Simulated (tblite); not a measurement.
# C7H9ClO: the cost of one run

Computed with tblite 0.8.0 and PySCF 2.14.0, with density-fitted response routines of our own, on a single molecule in the gas phase. Atoms are numbered from 0 throughout.

## (1) The molecule as given

18 atoms, charge 0, multiplicity 1; geometry from: force field or distance geometry start.

Bonds of the start (Å): C0–C1 1.51, C1–C2 1.55, C2–C3 1.49, C3–O4 1.36, O4–C5 1.36, C5–C6 1.38, C6–C7 1.42, C7–Cl8 1.69, C7–C3 1.38, C0–H9 1.10, C0–H10 1.09, C0–H11 1.10, C1–H12 1.11, C1–H13 1.09, C2–H14 1.10, C2–H15 1.09, C5–H16 1.08, C6–H17 1.07.

## (2) Optimising the geometry with GFN2-xTB

Job settings and geometry (Å):

```
{"job": {"kind": "relax", "xc": "GFN2-xTB", "basis": "xTB"}, "charge": 0, "multiplicity": 1}
C     -2.081200     0.882100     0.188100
C     -1.760300    -0.588600     0.030600
C     -0.458000    -0.999600     0.763100
C      0.747900    -0.417700     0.117100
O      1.165500    -1.027600    -1.020200
C      2.273600    -0.363600    -1.441400
C      2.585400     0.657500    -0.569200
C      1.603700     0.617400     0.449800
Cl     1.520500     1.660500     1.774600
H     -2.154900     1.168600     1.248600
H     -1.343700     1.515000    -0.299300
H     -3.061500     1.096000    -0.273800
H     -2.589100    -1.176000     0.468500
H     -1.690200    -0.845500    -1.028000
H     -0.523100    -0.692000     1.816200
H     -0.387600    -2.088800     0.761700
H      2.729100    -0.724700    -2.348700
H      3.415000     1.333300    -0.649300
```

Started as:

```bash
$ OMP_NUM_THREADS=1 python probes_run.py task.json out
```

The driver reads the jobs from task.json and runs them one after another.

Q: Estimate the wall time and peak memory of this first job on 1 thread of Intel Xeon at 2.50GHz, shared host.

About 1.2 s, with a peak of 0.18 GiB.
